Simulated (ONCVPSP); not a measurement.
**Pseudopotential generation for magnesium: ONCV, LDA (Perdew-Wang 92)**

Aim: build the potential from the settings below, then test how well it stands in for the atom: other configurations, scattering, ghost states and the plane-wave cutoff that it needs.

Program: ONCVPSP 4.0.1.1 (patched build). Reference atom: LDA (Perdew-Wang 92), scalar-relativistic, spherical and spin-unpolarised. All values are calculated.

**1. The atom and the settings**

The settings as typed:

```json
{"element": "magnesium (Mg, Z = 12)", "type": "optimised norm-conserving Vanderbilt (ONCV)", "frozen core": "[He]", "valence charge": "10", "reference configuration": "2s2 2p6 (charge +2)", "partial waves": "2s: rc 0.85 bohr, ncon 3, nbas 8, qcut 15.7 1/bohr, 3 projectors, debl 3.2 Ha; 2p: rc 0.75 bohr, ncon 4, nbas 8, qcut 22.2 1/bohr, 1 projector; d scattering state at 0.16 Ha: rc 0.70 bohr, ncon 5, nbas 9, qcut 12.1 1/bohr, 2 projectors, debl 2.3 Ha", "local potential": "polynomial inside 0.70 bohr (lpopt 4, dvloc0 0 Ha)", "core correction": "Teter function, fcfact 2, rcfact 1.15"}
```

The outer shells as boxes (Hund's rule for the drawing; the calculation is spin-unpolarised):

```
[He] core
2s [↑↓]
2p [↑↓][↑↓][↑↓]
```

The nodes and maxima of the atom's own shells, from an earlier all-electron run, set the scale for the radii.

All-electron outer shells of the reference configuration (LDA (PZ), scalar-relativistic, ld1.x):

```
shell  level (eV)  outermost node (bohr)  outermost maximum (bohr)
   2s      -99.45                   0.18                      0.55
   2p      -66.83                      –                      0.47
   3s      -17.93                   0.89                      2.12
   3p      -12.60                   0.91                      2.50
```

**2. The generation run**

Mg.dat reads:

```
# ATOM AND REFERENCE CONFIGURATION
# atsym  z   nc   nv     iexc    psfile
  Mg 12.00    1    2  -001012      upf
#
#   n    l    f
    1    0    2.00
    2    0    2.00
    2    1    6.00
#
# PSEUDOPOTENTIAL AND OPTIMIZATION
# lmax
    2
#
#   l,   rc,      ep,       ncon, nbas, qcut
    0    0.85    0.00    3    8   15.70
    1    0.75    0.00    4    8   22.20
    2    0.70    0.16    5    9   12.10
#
# LOCAL POTENTIAL
# lloc, lpopt,  rc(5),   dvloc0
    4    4    0.70    0.00
#
# VANDERBILT-KLEINMAN-BYLANDER PROJECTORs
# l, nproj, debl
    0    3    3.20
    1    1    3.40
    2    2    2.30
#
# MODEL CORE CHARGE
# icmod, fcfact, rcfact
    3    2.00    1.15
#
# LOG DERIVATIVE ANALYSIS
# epsh1, epsh2, depsh
   -5.00    5.00    0.04
#
# OUTPUT GRID
# rlmax, drl
    6.00    0.01
#
# TEST CONFIGURATIONS
# ncnf
    4
# nvcnf
#   n    l    f
    3
    2    0    2.00
    2    1    6.00
    3    0    2.00
#
    3
    2    0    2.00
    2    1    6.00
    3    0    1.00
#
    3
    2    0    2.00
    2    1    6.00
    3    0    1.50
#
    3
    2    0    2.00
    2    1    6.00
    3    1    2.00
#
```

Run with:

```sh
oncvpsp.x < Mg.dat > Mg.out
```

Q: Predict the outcome of this session. Wanted: cutoffs for 1 and 0.1 mHa per electron, occupied waves; bound ghosts; GHOST(+) flags; largest test error; largest phase difference near zero energy, channels read; rms error of d²Exc/dn², without and with the model core; projector energies reset by the program.

**Answer**, as computed:

```
                                                quantity                       value
  cutoffs for 1 and 0.1 mHa per electron, occupied waves           148 Ha and 176 Ha
                                            bound ghosts                  none found
                                          GHOST(+) flags               d at 11294 eV
                            largest test error (AE − PS)    -11 meV, for 2s2 2p6 3p2
largest phase difference near zero energy, channels read                   0.003 rad
 rms error of d²Exc/dn², without and with the model core           4.01 and 3.36 mHa
                 projector energies reset by the program  s: -3.655, 0.250, 3.450 Ha
```

The worst unpolarised test, 2s2 2p6 3p2, is off by 11 meV on 15.8 eV; by total energies transferability rates as good. By its cutoff, 148 Ha for the looser tolerance, it is very hard. At the looser tolerance the 2p wave is the slowest; 2s needs 73 Ha. The program's ghost test flags no bound state. Near zero energy the phases of the channels with partial waves agree within 0.003 rad. The program also flags highly localised states, GHOST(+) (d).
